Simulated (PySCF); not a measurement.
# Lu(OH)3(NH3): other functionals and bases at one geometry

One table from this session's results is given with a row withheld; the runs are named, their logs left out.

The runs use PySCF 2.14.0; several levels, as the steps say, no spin–orbit coupling.

2 further runs of the same task are left out: 1 for a known fault of the program, 1 that didn't finish.

### Where the work starts

11 atoms, charge 0, spin multiplicity 1.

Bond lengths: Lu1–O2 2.024 Å, Lu1–O4 2.023 Å, Lu1–O6 2.025 Å, Lu1–N8 2.435 Å, O2–H3 0.964 Å, O4–H5 0.965 Å, O6–H7 0.964 Å, N8–H9 1.030 Å, N8–H10 1.030 Å, N8–H11 1.030 Å. Angles: O2–Lu1–O4 118.0°, O2–Lu1–O6 118.4°, O2–Lu1–N8 97.2°, O4–Lu1–O6 118.7°, O4–Lu1–N8 97.6°, O6–Lu1–N8 97.2°, Lu1–O2–H3 172.9°, Lu1–O4–H5 172.1°, Lu1–O6–H7 172.1°, Lu1–N8–H9 112.1°, Lu1–N8–H10 111.6°, Lu1–N8–H11 112.2°, H9–N8–H10 106.9°, H9–N8–H11 106.9°, H10–N8–H11 106.9°.

Geometry (Å):

```
atom    x (Å)    y (Å)    z (Å)
 Lu1   0.1358  -0.1887   0.2330
  O2   1.1430   1.2899   1.1787
  H3   1.6734   1.9087   1.6939
  O4  -1.3866  -1.0836   1.2199
  H5  -2.0184  -1.5701   1.7625
  O6   1.0839  -1.2170  -1.2308
  H7   1.6065  -1.7619  -1.8308
  N8  -1.2088   1.2344  -1.2147
  H9  -1.8050   1.8796  -0.6776
 H10  -0.6204   1.8135  -1.8301
 H11  -1.8330   0.6886  -1.8252
```

Formal oxidation states: Lu +3. Each metal's 14 4f electrons lie in its core potential, so multiplicities, spins and levels count the valence alone. An earlier session relaxed this geometry at PBE, Lu lcecp-1-SVP with ECP60, O def2-SVP, H def2-SVP, N def2-SVP (singlet, point group Cs).

At PBE on the finer grid: E = -323.737141 Eh, HOMO -5.29 eV, LUMO -0.86 eV, Mulliken charge on Lu1 +0.58 e, largest force component 0.018 eV/Å. 

Levels to run: M06-L; BP86; r2SCAN; B3LYP; PBE, TZVP. Hardware: 2 threads of Arm Neoverse V1, shared host.

The first run:

Input file run.py (the lines that set the calculation):

```python
mol = gto.M(atom='''
Lu     0.13583    -0.18867     0.23299
O      1.14299     1.28988     1.17868
H      1.67340     1.90874     1.69390
O     -1.38657    -1.08356     1.21990
H     -2.01838    -1.57011     1.76253
O      1.08394    -1.21697    -1.23081
H      1.60652    -1.76192    -1.83078
N     -1.20883     1.23441    -1.21467
H     -1.80504     1.87958    -0.67760
H     -0.62044     1.81346    -1.83008
H     -1.83298     0.68860    -1.82519''',
    basis={'Lu': 'lcecp-1-SVP', 'O': 'def2-SVP', 'H': 'def2-SVP', 'N': 'def2-SVP'},
    ecp={'Lu': 'lcecp-1-SVP'},
    charge=0, spin=0)
mf = dft.RKS(mol, xc='M06L')
mf.grids.atom_grid = (75, 302)  # f atoms: unpruned, at least (60, 302)
mf = mf.density_fit()  # fitting sets: Lu AutoAux, O def2-universal-JKFIT, H def2-universal-JKFIT, N def2-universal-JKFIT
mf.conv_tol = 1e-08; mf.max_cycle = 55
mf.kernel(dm0)  # dm0: the density of the relaxed state
```

The run is started by

```sh
$ OMP_NUM_THREADS=2 python run.py
```

Steps of the session up to this table: M06-L; BP86; r2SCAN; B3LYP; PBE, TZVP.

One of the session's tables, all rows but one given; the rest of the session is left out.

```
             level  HOMO (eV)  gap (eV)  charge on Lu1 (e)  dipole (D)  largest force component (eV/Å)
PBE (relaxed here)      -5.29      4.43               0.58        4.15                            0.02
             M06-L          ?         ?                  ?           ?                               ?
              BP86      -5.40      4.64               0.59        4.17                            0.04
            r2SCAN      -5.66      5.40               0.80        4.18                            0.28
             B3LYP      -6.67      6.24               0.75        4.19                            0.29
         PBE, TZVP      -5.58      4.44               1.36        4.17                            0.24
```

Q: Estimate the row for M06-L from the others.

As computed: HOMO (eV): -5.49; gap (eV): 5.59; charge on Lu1 (e): 1.01; dipole (D): 4.05; largest force component (eV/Å): 0.42. In the column «HOMO (eV)» it lies between PBE, TZVP (-5.58) and BP86 (-5.40).

In one basis the HOMO–LUMO gap runs from 4.43 eV (PBE) to 6.24 eV (B3LYP). The largest leftover force, 0.42 eV/Å with M06-L, stands at a geometry relaxed at another level. With 4f in the core, its levels are missing from HOMO and gap, and its count is fixed, so no charge can pass from the ligands into it. Total energies of different levels can't be compared.
